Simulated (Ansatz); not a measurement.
# CH8GeSi2: one species, many methods

One table from this session's results is given with a row withheld; the runs are named, their logs left out.

Method: functionals in def2-TZVPP, the program's frozen cores in correlated methods; program: Ansatz 0.2.0, Gaussian basis.

Levels to be run: PBE-D4, r2SCAN-D4, PBE0-D4, B3LYP-D4, ωB97X-V, ωB97M-V, B2PLYP; CCSD(T)/def2-TZVPP; MP2/def2-QZVPP; extrapolation to the limit.

### The geometry

The geometry comes from an earlier relaxation with PBE0-D4 in a triple-zeta def2 set; it is a stationary point, not always the lowest conformer.

SMILES `[GeH3][CH]1[SiH2][SiH2]1`, 12 atoms, charge 0, spin multiplicity 1.

Atoms are counted from 1 here; the program's logs count them from 0.

Bond lengths: Ge1–C2 1.941 Å, Ge1–H5 1.540 Å, Ge1–H6 1.540 Å, Ge1–H7 1.540 Å, C2–Si3 1.895 Å, C2–Si4 1.895 Å, C2–H8 1.090 Å, Si3–Si4 2.242 Å, Si3–H9 1.482 Å, Si3–H10 1.482 Å, Si4–H11 1.482 Å, Si4–H12 1.482 Å. Angles: C2–Ge1–H5 110.7°, C2–Ge1–H6 110.7°, C2–Ge1–H7 108.7°, H5–Ge1–H6 109.2°, H5–Ge1–H7 108.7°, H6–Ge1–H7 108.7°, Ge1–C2–Si3 118.0°, Ge1–C2–Si4 118.0°, Ge1–C2–H8 111.1°, Si3–C2–Si4 72.5°, Si3–C2–H8 116.2°, Si4–C2–H8 116.2°, C2–Si3–Si4 53.7°, C2–Si3–H9 116.2°, C2–Si3–H10 116.0°, Si4–Si3–H9 121.0°, Si4–Si3–H10 123.1°, H9–Si3–H10 112.8° and more.

The first run:

Input file in.yaml:

```yaml
crystal:
  periodic: [false, false, false]
  atoms:
    - {symbol: Ge, position_ang: [-0.782898, 1.326568, -0.900271]}
    - {symbol: C, position_ang: [-0.492941, -0.070023, 0.416734]}
    - {symbol: Si, position_ang: [1.224230, -0.204016, 1.207920]}
    - {symbol: Si, position_ang: [0.277332, -1.700002, -0.168182]}
    - {symbol: H, position_ang: [-2.024974, 1.018198, -1.757606]}
    - {symbol: H, position_ang: [-0.968482, 2.692814, -0.213396]}
    - {symbol: H, position_ang: [0.448755, 1.399510, -1.822018]}
    - {symbol: H, position_ang: [-1.342792, -0.154499, 1.093363]}
    - {symbol: H, position_ang: [1.254391, -0.427323, 2.672652]}
    - {symbol: H, position_ang: [2.226162, 0.791189, 0.757416]}
    - {symbol: H, position_ang: [0.594713, -1.786987, -1.613514]}
    - {symbol: H, position_ang: [-0.336495, -2.940729, 0.361003]}
basis:
  gaussian: {orbitals: def2-TZVPP}
hamiltonian: {xc: pbe, dispersion: d4}
output: {forces: true, orbitals: {seedname: orbitals}}
```

Command:

```sh
$ ansatz run in.yaml --threads 4 --pin off --events-out ev --progress --plain --max-ram 10444MiB
```

Among the steps run: PBE-D4 (GGA); r2SCAN-D4 (meta-GGA); PBE0-D4 (hybrid); B3LYP-D4 (hybrid); ωB97X-V (range-separated); ωB97M-V (range-separated); B2PLYP (double hybrid); CCSD(T) in def2-TZVPP; MP2 in def2-QZVPP.

One of the session's tables, all rows but one given; the rest of the session is left out.

It belongs to the step «Atomisation energies». 

| method | atomisation energy (kJ/mol) |
| --- | --- |
| PBE-D4 | 3621.0 |
| r2SCAN-D4 | 3646.8 |
| PBE0-D4 | 3610.9 |
| B3LYP-D4 | 3615.9 |
| ωB97X-V | 3669.2 |
| ωB97M-V | 3629.1 |
| B2PLYP | 3572.5 |
| HF/def2-TZVPP | 2697.4 |
| MP2/def2-TZVPP | 3547.4 |
| CCSD/def2-TZVPP | 3519.5 |
| CCSD(T)/def2-TZVPP | ? |
| MP2/CBS | 3630.8 |
| CCSD(T)/CBS | 3647.3 |

**Question.** Estimate the row for CCSD(T)/def2-TZVPP.

As computed: atomisation energy (kJ/mol): 3563.8. In the column «atomisation energy (kJ/mol)» it lies between MP2/def2-TZVPP (3547.4) and B2PLYP (3572.5).

To keep in mind: Free atoms (1 Ge, 1 C, 2 Si, 8 H) were run apart at each level; the atomisation energy is their sum less the molecule, without zero-point or spin-orbit terms.
